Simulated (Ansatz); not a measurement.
# Pt: the cost of one run

Computed with Ansatz 0.2.0 (DFT r2SCAN, scalar-relativistic, plane waves, PAW, unless a step's input says otherwise).

This is Pt in the bcc structure; at room conditions it is fcc.

2 further runs of the same task are left out: 2 set aside as unsound or not needed.

**1. Starting point**

It takes space group Im-3m (No. 229, cubic). The conventional cell has a = 3.139 Å, b = 3.139 Å, c = 3.139 Å, α = 90.00°, β = 90.00°, γ = 90.00°. Pt (site symmetry m-3m) is surrounded by 8 Pt at 2.72 Å.

As a file:

```
Pt
1.0
    -1.56949    1.56949    1.56949
     1.56949   -1.56949    1.56949
     1.56949    1.56949   -1.56949
Pt
1
Direct
  0.00000 0.00000 0.00000
```

It goes back to an entry of the Materials Project, which need not be the stable form.

This cell was relaxed beforehand with the same method: volume 15.46 Å³/atom, gap on the mesh none (metal).

**2. Zero of the scan**

input.yaml reads:

```yaml
crystal:
  lattice:
    - [-1.5694863909, 1.5694863909, 1.5694863909]
    - [1.5694863909, -1.5694863909, 1.5694863909]
    - [1.5694863909, 1.5694863909, -1.5694863909]
  atoms:
    - { symbol: Pt, position: [0.0, 0.0, 0.0] }
basis:
  ecutwfc: 500
kpoints:
  mp_grid: { grid: [26, 26, 26] }
hamiltonian:
  xc: r2scan
scf:
  occupations: { method: gaussian, width: 0.15 }
output:
  forces: true
  stress: true
  eigenvalues: true
```

Started as:

```console
ansatz run input.yaml --threads 1 --pin off --max-ram 2560MiB --backend cpu --events-out ev --progress --plain --runs-dir out
```

**Question.** How long does this run take on 1 thread of Intel Xeon Platinum 8488C (Sapphire Rapids), shared host, and how much memory does it need?

About 8.5 s, with a peak of 0.48 GiB.
